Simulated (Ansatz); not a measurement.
# Al15FeN16: the cost of one run

Method: DFT, PBE, plane-wave PAW, default files, scalar-relativistic, as far as a step names no other, in Ansatz 0.2.0.

The COD entry's cell or inner coordinates are ideal or old and differ from later refinements, so a difference from it is no clean test against experiment.

1 further run of the same task is left out (it didn't finish).

## (1) The system as given

The structure is triclinic, space group P1 (No. 1). Conventional cell: a = 6.226 Å, b = 6.226 Å, c = 9.962 Å, α = 90.00°, β = 90.00°, γ = 120.00°. Fe (site symmetry 1) is surrounded by 4 N at 1.82 to 2.00 Å. Al (site symmetry 1) has 4 N at 1.89 Å as nearest neighbours. Only part of the 32 independent sites is listed.

Coordinates:

```
CELL_PARAMETERS angstrom
6.22600 0.00000 0.00000
-3.11300 5.39187 0.00000
0.00000 0.00000 9.96200
ATOMIC_POSITIONS crystal
Fe 0.18816 0.34907 0.00000
Al 0.16667 0.33333 0.50000
Al 0.16667 0.83333 0.00000
Al 0.16667 0.83333 0.50000
Al 0.66667 0.33333 0.00000
Al 0.66667 0.33333 0.50000
Al 0.66667 0.83333 0.00000
Al 0.66667 0.83333 0.50000
Al 0.33333 0.16667 0.25000
Al 0.33333 0.16667 0.75000
Al 0.33333 0.66667 0.25000
Al 0.33333 0.66667 0.75000
Al 0.83333 0.16667 0.25000
Al 0.83333 0.16667 0.75000
Al 0.83333 0.66667 0.25000
Al 0.83333 0.66667 0.75000
N 0.16667 0.33333 0.19000
N 0.16667 0.33333 0.69000
N 0.16667 0.83333 0.19000
N 0.16667 0.83333 0.69000
N 0.66667 0.33333 0.19000
N 0.66667 0.33333 0.69000
N 0.66667 0.83333 0.19000
N 0.66667 0.83333 0.69000
N 0.33333 0.16667 0.44000
N 0.33333 0.16667 0.94000
N 0.33333 0.66667 0.44000
N 0.33333 0.66667 0.94000
N 0.83333 0.16667 0.44000
N 0.83333 0.16667 0.94000
N 0.83333 0.66667 0.44000
N 0.83333 0.66667 0.94000
```

Atom 1 of the input is the impurity.

## (2) Relaxing the atoms in the given cell

Contents of input.yaml:

```yaml
crystal:
  lattice:
    - [6.226, 0.0, 0.0]
    - [-3.113, 5.391874164, 0.0]
    - [0.0, 0.0, 9.962]
  atoms:
    - { symbol: Fe, position: [0.1881640339, 0.3490704984, 0.0], spin: 5.0 }
    - { symbol: Al, position: [0.1666666666, 0.3333333334, 0.5] }
    - { symbol: Al, position: [0.1666666666, 0.8333333334, 0.0] }
    - { symbol: Al, position: [0.1666666666, 0.8333333334, 0.5] }
    - { symbol: Al, position: [0.6666666666, 0.3333333334, 0.0] }
    - { symbol: Al, position: [0.6666666666, 0.3333333334, 0.5] }
    - { symbol: Al, position: [0.6666666666, 0.8333333334, 0.0] }
    - { symbol: Al, position: [0.6666666666, 0.8333333334, 0.5] }
    - { symbol: Al, position: [0.3333333334, 0.1666666666, 0.25] }
    - { symbol: Al, position: [0.3333333334, 0.1666666666, 0.75] }
    - { symbol: Al, position: [0.3333333334, 0.6666666666, 0.25] }
    - { symbol: Al, position: [0.3333333334, 0.6666666666, 0.75] }
    - { symbol: Al, position: [0.8333333334, 0.1666666666, 0.25] }
    - { symbol: Al, position: [0.8333333334, 0.1666666666, 0.75] }
    - { symbol: Al, position: [0.8333333334, 0.6666666666, 0.25] }
    - { symbol: Al, position: [0.8333333334, 0.6666666666, 0.75] }
    - { symbol: "N", position: [0.1666666666, 0.3333333334, 0.19] }
    - { symbol: "N", position: [0.1666666666, 0.3333333334, 0.69] }
    - { symbol: "N", position: [0.1666666666, 0.8333333334, 0.19] }
    - { symbol: "N", position: [0.1666666666, 0.8333333334, 0.69] }
    - { symbol: "N", position: [0.6666666666, 0.3333333334, 0.19] }
    - { symbol: "N", position: [0.6666666666, 0.3333333334, 0.69] }
    - { symbol: "N", position: [0.6666666666, 0.8333333334, 0.19] }
    - { symbol: "N", position: [0.6666666666, 0.8333333334, 0.69] }
    - { symbol: "N", position: [0.3333333334, 0.1666666666, 0.44] }
    - { symbol: "N", position: [0.3333333334, 0.1666666666, 0.94] }
    - { symbol: "N", position: [0.3333333334, 0.6666666666, 0.44] }
    - { symbol: "N", position: [0.3333333334, 0.6666666666, 0.94] }
    - { symbol: "N", position: [0.8333333334, 0.1666666666, 0.44] }
    - { symbol: "N", position: [0.8333333334, 0.1666666666, 0.94] }
    - { symbol: "N", position: [0.8333333334, 0.6666666666, 0.44] }
    - { symbol: "N", position: [0.8333333334, 0.6666666666, 0.94] }
magnetization:
  spin_polarized: true
kpoints:
  mp_grid: { grid: [4, 4, 2] }
scf:
  occupations: { method: fermi_dirac, width: 0.01 }
hamiltonian:
  xc: pbe
  pseudopotentials: { kind: paw }
output:
  forces: true
  stress: true
  populations: true
  efg:
    quadrupole_moments_barn: { Fe: 0.16, Al: 0.1466, "N": 0.02044 }
    contact_densities: true
  write_density: true
  write_potential: true
  elf: true
  volumetric_format: npy
relax:
  f_tol: 0.03
  max_steps: 40
```

Run with:

```sh
$ ansatz run input.yaml --threads 4 --pin off --max-ram 8192MiB --backend cpu --events-out ev --progress --plain --runs-dir out
```

**Question.** How long does this run take on 4 threads of Arm Neoverse N1, shared host, and how much memory does it need?

About 5.6 min, with a peak of 2 GiB.
